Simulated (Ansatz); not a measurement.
# C₃H₅BrO: how energies converge with the basis set

The task here is to estimate one member of a computed series from the others.

Method: one geometry, several basis sets; program: Ansatz 0.2.0, Gaussian basis.

Plan: PBE0-D4/def2-SVP; ωB97M-V/def2-SVP; PBE0-D4/def2-QZVPP; ωB97M-V/def2-QZVPP; the functionals' def2-TZVPP values are taken from earlier runs.

## Structure used throughout

The geometry comes from an earlier relaxation with PBE0-D4 in a triple-zeta def2 set; it is a stationary point, not always the lowest conformer.

SMILES `OC/C=C/Br`, 10 atoms, charge 0, spin multiplicity 1.

Atoms are counted from 1 here; the program's logs count them from 0.

Bond lengths: O1–C2 1.413 Å, O1–H6 0.961 Å, C2–C3 1.494 Å, C2–H7 1.094 Å, C2–H8 1.098 Å, C3–C4 1.322 Å, C3–H9 1.086 Å, C4–Br5 1.879 Å, C4–H10 1.083 Å. Angles: C2–O1–H6 108.0°, O1–C2–C3 112.0°, O1–C2–H7 105.5°, O1–C2–H8 111.7°, C3–C2–H7 109.9°, C3–C2–H8 110.1°, H7–C2–H8 107.4°, C2–C3–C4 122.2°, C2–C3–H9 117.0°, C4–C3–H9 120.8°, C3–C4–Br5 123.7°, C3–C4–H10 123.5°, Br5–C4–H10 112.8°.

The first run:

in.yaml reads:

```yaml
crystal:
  periodic: [false, false, false]
  atoms:
    - {symbol: O, position_ang: [0.301573, -1.879228, 0.731940]}
    - {symbol: C, position_ang: [0.769158, -0.755953, 0.014232]}
    - {symbol: C, position_ang: [-0.351961, 0.098559, -0.480558]}
    - {symbol: C, position_ang: [-0.468348, 1.372013, -0.143781]}
    - {symbol: Br, position_ang: [-1.865053, 2.482404, -0.733050]}
    - {symbol: H, position_ang: [-0.245247, -1.562118, 1.456186]}
    - {symbol: H, position_ang: [1.329669, -1.162932, -0.832053]}
    - {symbol: H, position_ang: [1.466828, -0.154331, 0.612179]}
    - {symbol: H, position_ang: [-1.091315, -0.377350, -1.117743]}
    - {symbol: H, position_ang: [0.237796, 1.887737, 0.495449]}
basis:
  gaussian: {orbitals: def2-SVP}
hamiltonian: {xc: pbe0, dispersion: d4}
output: {orbitals: {seedname: orbitals}}
```

Among the steps run: PBE0-D4 in def2-SVP; ωB97M-V in def2-SVP; PBE0-D4 in def2-QZVPP; ωB97M-V in def2-QZVPP.

One of the session's tables, all rows but one given; the rest of the session is left out.

It belongs to the step «Functionals by basis». 

| functional | basis | HOMO (eV) | LUMO (eV) |
| --- | --- | --- | --- |
| PBE0-D4 | def2-SVP | -7.28 | -0.30 |
| PBE0-D4 | def2-TZVPP | -7.38 | -0.50 |
| PBE0-D4 | def2-QZVPP | -7.41 | -0.56 |
| ωB97M-V | def2-SVP | -9.43 | 1.89 |
| ωB97M-V | def2-TZVPP | ? | ? |
| ωB97M-V | def2-QZVPP | -9.58 | 1.42 |

Q: Estimate the row for ωB97M-V, def2-TZVPP from the others.

The run gave: HOMO (eV): -9.55; LUMO (eV): 1.58. In the column «HOMO (eV)» it lies between ωB97M-V, def2-QZVPP (-9.58) and ωB97M-V, def2-SVP (-9.43).
